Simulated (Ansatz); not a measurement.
# Cr (bcc type): the cost of one run

Computed with Ansatz 0.2.0 (DFT, PBE, PAW with Ansatz's default frozen-core files, scalar-relativistic, unless a step's input says otherwise).

## Step 1: Starting point

It takes space group Im-3m (No. 229, cubic). Conventional cell: a = 2.865 Å, b = 2.865 Å, c = 2.865 Å, α = 90.00°, β = 90.00°, γ = 90.00°. Cr (site symmetry m-3m) has 8 Cr at 2.48 Å as nearest neighbours.

As a file:

```cif
data_structure
_symmetry_space_group_name_H-M 'P 1'
_symmetry_Int_Tables_number 1
_cell_length_a 2.4814
_cell_length_b 2.4814
_cell_length_c 2.4814
_cell_angle_alpha 109.471
_cell_angle_beta 109.471
_cell_angle_gamma 109.471
_cell_volume 11.76
loop_
_atom_site_label
_atom_site_type_symbol
_atom_site_fract_x
_atom_site_fract_y
_atom_site_fract_z
_atom_site_occupancy
Cr1 Cr 0.00000 0.00000 0.00000 1
```

## Step 2: Cell relaxed at zero pressure, PAW

input.yaml

```yaml
crystal:
  lattice:
    - [-1.4326509582, 1.4326509582, 1.4326509582]
    - [1.4326509582, -1.4326509582, 1.4326509582]
    - [1.4326509582, 1.4326509582, -1.4326509582]
  atoms:
    - { symbol: Cr, position: [0.0, 0.0, 0.0], spin: 2.0 }
magnetization:
  spin_polarized: true
kpoints:
  mp_grid: { grid: [20, 20, 20] }
scf:
  occupations: { method: fermi_dirac, width: 0.1 }
hamiltonian:
  xc: pbe
  pseudopotentials: { kind: paw }
output:
  forces: true
  stress: true
relax:
  f_tol: 0.005
  max_steps: 40
  cell: {}
```

Run with:

```bash
$ ansatz run input.yaml --threads 2 --pin off --max-ram 7168MiB --backend cpu --events-out ev --progress --plain --runs-dir out
```

Q: Estimate wall time and peak memory on 2 threads of Arm Neoverse V2, shared host.

About 9.9 s, with a peak of 0.34 GiB.
